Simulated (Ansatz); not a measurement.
# Ta: the cost of one run

Computed with Ansatz 0.2.0 (DFT PBEsol, scalar-relativistic, plane waves, PAW, unless a step's input says otherwise).

## Step 1: The structure to begin with

It takes space group Im-3m (No. 229, cubic). Conventional cell: a = 3.303 Å, b = 3.303 Å, c = 3.303 Å, α = 90.00°, β = 90.00°, γ = 90.00°. Ta (site symmetry m-3m) is surrounded by 8 Ta at 2.86 Å.

Structure file:

```xyz
1
Lattice="-1.6513 1.6513 1.6513 1.6513 -1.6513 1.6513 1.6513 1.6513 -1.6513" Properties=species:S:1:pos:R:3 pbc="T T T"
Ta    0.0000    0.0000    0.0000
```

No relaxation comes first: the listed cell is the starting point.

## Step 2: The reference cell

Reference values: F = -9806.5018 eV; pressure -3.78 GPa; largest force 0.000 eV/Å; gap on the mesh none (metal). It was computed beforehand with the settings of the runs below.

## Step 3: Next: a tetragonal deformation path

At fixed volume and fractional coordinates, lengths along (0.000, 0.000, 1.000) are scaled against those across it; ρ is that ratio over its starting value.

## Step 4: At ρ = 0.707

File input.yaml:

```yaml
crystal:
  lattice:
    - [-1.8535924404, 1.8535924404, 1.3104898553]
    - [1.8535924404, -1.8535924404, 1.3104898553]
    - [1.8535924404, 1.8535924404, -1.3104898553]
  atoms:
    - { symbol: Ta, position: [0.0, 0.0, 0.0] }
basis:
  ecutwfc: 420
kpoints:
  mp_grid: { grid: [22, 22, 22] }
hamiltonian:
  xc: pbesol
scf:
  occupations: { method: gaussian, width: 0.15 }
output:
  forces: true
  stress: true
  eigenvalues: true
  write_density: true
  write_potential: true
  elf: true
  volumetric_format: npy
```

Command:

```
$ ansatz run input.yaml --threads 1 --pin off --max-ram 2560MiB --backend cpu --events-out ev --progress --plain --runs-dir out
```

Q: Estimate wall time and peak memory on 1 thread of Intel Xeon at 2.70GHz, shared host.

About 11 s, with a peak of 0.47 GiB.
